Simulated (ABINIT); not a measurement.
AgRh:

```
Ag Rh
1.0
     2.77759    0.00000    0.00000
    -1.38879    2.40546    0.00000
     0.00000    0.00000    4.80860
Ag Rh
1 1
Direct
  0.00000 0.00000 0.50000
  0.66667 0.33333 0.00000
```

The cell comes from a database or a generator and needn't be the stable form of this composition.

Base run:

| Quantity | Value |
| --- | --- |
| Program | ABINIT 10.8.3 (patched build) |
| Functional | PBE |
| Potentials or basis | JTH PAW PBE v2.0 |
| Cutoff | 463 eV |
| k mesh | 11 × 11 × 6 |
| Occupations | fermi-dirac, width 0.2 eV |
| Spin | no spin polarisation |

Its results: band gap on the k mesh none (metal or under the smearing width); pressure -1.5 GPa.

Problem. The run is repeated on the same cell with these changes: occupations from fermi-dirac, width 0.2 eV to methfessel-paxton, width 0.2 eV. What comes out?

Solution. Band gap on the k mesh none (metal or under the smearing width); pressure -2.4 GPa.
